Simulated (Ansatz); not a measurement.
Molecular dynamics of Be

Input:

```yaml
accuracy: low
crystal:
  lattice:
    - [7.091764, 0.0, 0.0]
    - [-3.545882, 6.141648, 0.0]
    - [0.0, 0.0, 7.40853]
  atoms:
    - { symbol: Be, position: [0.0, 0.0, 0.0] }
    - { symbol: Be, position: [0.1111111, 0.2222222, 0.25] }
    - { symbol: Be, position: [0.0, 0.0, 0.5] }
    - { symbol: Be, position: [0.1111111, 0.2222222, 0.75] }
    - { symbol: Be, position: [0.0, 0.3333333, 0.0] }
    - { symbol: Be, position: [0.1111111, 0.5555556, 0.25] }
    - { symbol: Be, position: [0.0, 0.3333333, 0.5] }
    - { symbol: Be, position: [0.1111111, 0.5555556, 0.75] }
    - { symbol: Be, position: [0.0, 0.6666667, 0.0] }
    - { symbol: Be, position: [0.1111111, 0.8888889, 0.25] }
    - { symbol: Be, position: [0.0, 0.6666667, 0.5] }
    - { symbol: Be, position: [0.1111111, 0.8888889, 0.75] }
    - { symbol: Be, position: [0.3333333, 0.0, 0.0] }
    - { symbol: Be, position: [0.4444444, 0.2222222, 0.25] }
    - { symbol: Be, position: [0.3333333, 0.0, 0.5] }
    - { symbol: Be, position: [0.4444444, 0.2222222, 0.75] }
    - { symbol: Be, position: [0.3333333, 0.3333333, 0.0] }
    - { symbol: Be, position: [0.4444444, 0.5555556, 0.25] }
    - { symbol: Be, position: [0.3333333, 0.3333333, 0.5] }
    - { symbol: Be, position: [0.4444444, 0.5555556, 0.75] }
    - { symbol: Be, position: [0.3333333, 0.6666667, 0.0] }
    - { symbol: Be, position: [0.4444444, 0.8888889, 0.25] }
    - { symbol: Be, position: [0.3333333, 0.6666667, 0.5] }
    - { symbol: Be, position: [0.4444444, 0.8888889, 0.75] }
    - { symbol: Be, position: [0.6666667, 0.0, 0.0] }
    - { symbol: Be, position: [0.7777778, 0.2222222, 0.25] }
    - { symbol: Be, position: [0.6666667, 0.0, 0.5] }
    - { symbol: Be, position: [0.7777778, 0.2222222, 0.75] }
    - { symbol: Be, position: [0.6666667, 0.3333333, 0.0] }
    - { symbol: Be, position: [0.7777778, 0.5555556, 0.25] }
    - { symbol: Be, position: [0.6666667, 0.3333333, 0.5] }
    - { symbol: Be, position: [0.7777778, 0.5555556, 0.75] }
    - { symbol: Be, position: [0.6666667, 0.6666667, 0.0] }
    - { symbol: Be, position: [0.7777778, 0.8888889, 0.25] }
    - { symbol: Be, position: [0.6666667, 0.6666667, 0.5] }
    - { symbol: Be, position: [0.7777778, 0.8888889, 0.75] }
basis:
  ecutwfc: 420.0
kpoints:
  mp_grid: { grid: [2, 2, 2] }
hamiltonian:
  xc: pbe
scf:
  occupations: { method: fermi_dirac, width: 0.3 }
  lower_state_search: "off"
md:
  timestep: 0.75
  n_steps: 60
  ensemble: nvt_langevin
  temperature: 3500.0
  initial_velocities: maxwell_boltzmann
  seed: 592461
  friction: 0.02
```

Run as:

```bash
$ ansatz run input.yaml --threads 1 --pin off --max-ram 3072MiB --backend cpu --events-out ev --progress --plain --runs-dir out
```

It starts from a structure without forces on its atoms.

Output, in part (one step line in 3):

```
md step     0: t =     0.00 fs  T =  3402.8 K  F+E_penalty+E_count = -3337.54542601 eV  E_kin = 15.834350 eV  (6 SCF iters)
md step     3: t =     2.25 fs  T =  3295.6 K  F+E_penalty+E_count = -3337.03974351 eV  E_kin = 15.335685 eV  (6 SCF iters)
md step     6: t =     4.50 fs  T =  3234.2 K  F+E_penalty+E_count = -3335.60216915 eV  E_kin = 15.049808 eV  (5 SCF iters)
md step     9: t =     6.75 fs  T =  2708.1 K  F+E_penalty+E_count = -3333.44571664 eV  E_kin = 12.601578 eV  (5 SCF iters)
md step    12: t =     9.00 fs  T =  2293.6 K  F+E_penalty+E_count = -3330.74105306 eV  E_kin = 10.673112 eV  (5 SCF iters)
md step    15: t =    11.25 fs  T =  1802.2 K  F+E_penalty+E_count = -3327.93787882 eV  E_kin = 8.386056 eV  (5 SCF iters)
md step    18: t =    13.50 fs  T =  1479.6 K  F+E_penalty+E_count = -3325.70438959 eV  E_kin = 6.885184 eV  (5 SCF iters)
md step    21: t =    15.75 fs  T =  1515.7 K  F+E_penalty+E_count = -3324.60480152 eV  E_kin = 7.053190 eV  (5 SCF iters)
md step    24: t =    18.00 fs  T =  1866.4 K  F+E_penalty+E_count = -3324.41500799 eV  E_kin = 8.685218 eV  (5 SCF iters)
md step    27: t =    20.25 fs  T =  2021.6 K  F+E_penalty+E_count = -3324.68851530 eV  E_kin = 9.407013 eV  (5 SCF iters)
md step    30: t =    22.50 fs  T =  2637.8 K  F+E_penalty+E_count = -3325.18557031 eV  E_kin = 12.274866 eV  (6 SCF iters)
md step    33: t =    24.75 fs  T =  2654.8 K  F+E_penalty+E_count = -3325.59693826 eV  E_kin = 12.353856 eV  (5 SCF iters)
md step    36: t =    27.00 fs  T =  2623.8 K  F+E_penalty+E_count = -3325.58556224 eV  E_kin = 12.209527 eV  (5 SCF iters)
md step    39: t =    29.25 fs  T =  2729.0 K  F+E_penalty+E_count = -3325.26066303 eV  E_kin = 12.698834 eV  (5 SCF iters)
md step    42: t =    31.50 fs  T =  2484.9 K  F+E_penalty+E_count = -3324.91363323 eV  E_kin = 11.563125 eV  (5 SCF iters)
md step    45: t =    33.75 fs  T =  2629.9 K  F+E_penalty+E_count = -3324.75932799 eV  E_kin = 12.238007 eV  (5 SCF iters)
md step    48: t =    36.00 fs  T =  2635.9 K  F+E_penalty+E_count = -3324.74765770 eV  E_kin = 12.265637 eV  (5 SCF iters)
md step    51: t =    38.25 fs  T =  2761.8 K  F+E_penalty+E_count = -3324.98713493 eV  E_kin = 12.851528 eV  (5 SCF iters)
md step    54: t =    40.50 fs  T =  3184.7 K  F+E_penalty+E_count = -3325.20756203 eV  E_kin = 14.819342 eV  (5 SCF iters)
md step    57: t =    42.75 fs  T =  3160.5 K  F+E_penalty+E_count = -3325.34597634 eV  E_kin = 14.707015 eV  (5 SCF iters)
md step    60: t =    45.00 fs  T =  2963.0 K  F+E_penalty+E_count = -3325.34422368 eV  E_kin = 13.788034 eV  (6 SCF iters)
```

The run went to its last step. The mean temperature of the second half is 21 % below the set value. A run of 0.045 ps of so small a system gives no equilibrium averages. Limits of this set-up: coarse k mesh, low accuracy level.

Mean squared displacements from the first frame to the last, about the centre of mass: Be 0.24 Å².

Last frame:

```xyz
36
Lattice="7.0918 0.0000 0.0000 -3.5459 6.1416 0.0000 0.0000 0.0000 7.4085" Properties=species:S:1:pos:R:3
Be 0.166 -0.660 -0.224
Be -0.537 1.254 2.111
Be 0.332 -0.269 3.661
Be -0.039 1.339 5.681
Be -1.109 1.939 0.110
Be -1.286 3.152 1.767
Be -0.893 2.381 3.883
Be -1.178 3.210 5.455
Be -1.902 3.896 -0.230
Be -2.367 5.055 1.408
Be -2.599 3.605 3.635
Be -2.014 5.206 5.202
Be 2.782 0.325 0.367
Be 2.289 1.931 1.828
Be 2.371 0.188 3.123
Be 2.077 0.966 5.803
Be 1.071 1.847 -0.028
Be 0.658 3.009 1.759
Be 1.123 2.265 3.670
Be 0.885 3.128 5.347
Be -0.140 3.866 -0.340
Be -0.323 5.041 1.776
Be -0.386 4.200 3.728
Be 0.167 6.183 4.906
Be 4.658 0.337 -0.502
Be 4.510 1.040 1.443
Be 5.335 0.074 3.592
Be 5.018 1.468 5.426
Be 3.414 2.052 -0.251
Be 3.256 3.571 1.383
Be 4.090 1.765 3.563
Be 3.203 3.124 5.352
Be 1.926 3.683 -0.263
Be 2.590 5.461 1.590
Be 2.442 3.788 3.298
Be 2.613 5.143 5.369
```

The run took 8.6 min on 1 thread of Arm Neoverse V2 (shared host), peak memory 0.67 GiB.
